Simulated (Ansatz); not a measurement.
**Zr: the crystal squeezed far**

One table from this session's results is given with a row withheld; the runs are named, their logs left out.

Computed with Ansatz 0.2.0 (DFT PBEsol, with the methods named in each step, unless a step's input says otherwise).

1 further run of the same task is left out (for a known fault of the program).

## Starting point

Symmetry: Fd-3m, No. 227, cubic system. The conventional cell has a = 6.079 Å, b = 6.079 Å, c = 6.079 Å, α = 90.00°, β = 90.00°, γ = 90.00°. Around Zr (site symmetry -43m) lie 4 Zr at 2.63 Å.

Coordinates:

```cif
data_structure
_symmetry_space_group_name_H-M 'P 1'
_symmetry_Int_Tables_number 1
_cell_length_a 4.2987
_cell_length_b 4.2987
_cell_length_c 4.2987
_cell_angle_alpha 60.000
_cell_angle_beta 60.000
_cell_angle_gamma 60.000
_cell_volume 56.17
loop_
_atom_site_label
_atom_site_type_symbol
_atom_site_fract_x
_atom_site_fract_y
_atom_site_fract_z
_atom_site_occupancy
Zr1 Zr 0.87500 0.87500 0.87500 1
Zr2 Zr 0.12500 0.12500 0.12500 1
```

Whether this phase is the stable one at these pressures isn't tested.

Atoms are numbered in the order of the input: Zr1, Zr2.

Set-up of the first run:

File input.yaml:

```yaml
crystal:
  lattice:
    - [0.0, 3.0396135098, 3.0396135098]
    - [3.0396135098, 0.0, 3.0396135098]
    - [3.0396135098, 3.0396135098, 0.0]
  atoms:
    - { symbol: Zr, position: [-0.125, -0.125, -0.125] }
    - { symbol: Zr, position: [0.125, 0.125, 0.125] }
kpoints:
  mp_grid: { grid: [12, 12, 12] }
scf:
  occupations: { method: fermi_dirac, width: 0.1 }
hamiltonian:
  xc: pbesol
  pseudopotentials: { kind: paw }
output:
  forces: true
  stress: true
  write_density: true
  write_potential: true
  elf: true
  volumetric_format: npy
relax:
  f_tol: 0.005
  max_steps: 40
  cell: {}
```

Command:

```console
$ ansatz run input.yaml --threads 1 --pin off --max-ram 2048MiB --backend cpu --events-out ev --progress --plain --runs-dir out
```

Steps of the session up to this table: Cell relaxed at zero pressure, PAW; Volume scaled by 1, PAW; Volume scaled by 1, PAW (source ansatz); Volume scaled by 0.88, PAW; Volume scaled by 0.78, PAW; Volume scaled by 0.68, PAW; Volume scaled by 0.58, PAW; Volume scaled by 0.58, PAW (level accurate); Volume scaled by 0.5, PAW; Volume scaled by 0.5, PAW (cutoff 1000 eV); Volume scaled by 0.43, PAW; Volume scaled by 0.43, PAW (cutoff 250 eV).

One table of the session follows, with a row left open; its other results are not shown here.

| method | volume over the first | volume (Å³/atom) | pressure (GPa) |
| --- | --- | --- | --- |
| PAW | 1 | 28.919 | 0.05 |
| PAW | 0.88 | 25.449 | 5.98 |
| PAW | 0.78 | 22.557 | 14.77 |
| PAW | 0.68 | 19.665 | 32.15 |
| PAW | 0.58 | 16.773 | 70.48 |
| PAW | 0.5 | 14.460 | 135.32 |
| PAW | 0.43 | ? | ? |
| PAW (cutoff 1000 eV) | 0.5 | 14.460 | 135.22 |
| PAW (cutoff 250 eV) | 0.43 | 12.435 | 255.63 |
| PAW (level accurate) | 0.58 | 16.773 | 70.75 |
| PAW (source ansatz) | 1 | 28.919 | 0.08 |

Q: Estimate the row for PAW, 0.43 from the others.

**Answer.** volume (Å³/atom): 12.435; pressure (GPa): 248.65.

Limits of these values: Warnings in the runs' records: cutoff below recommended.
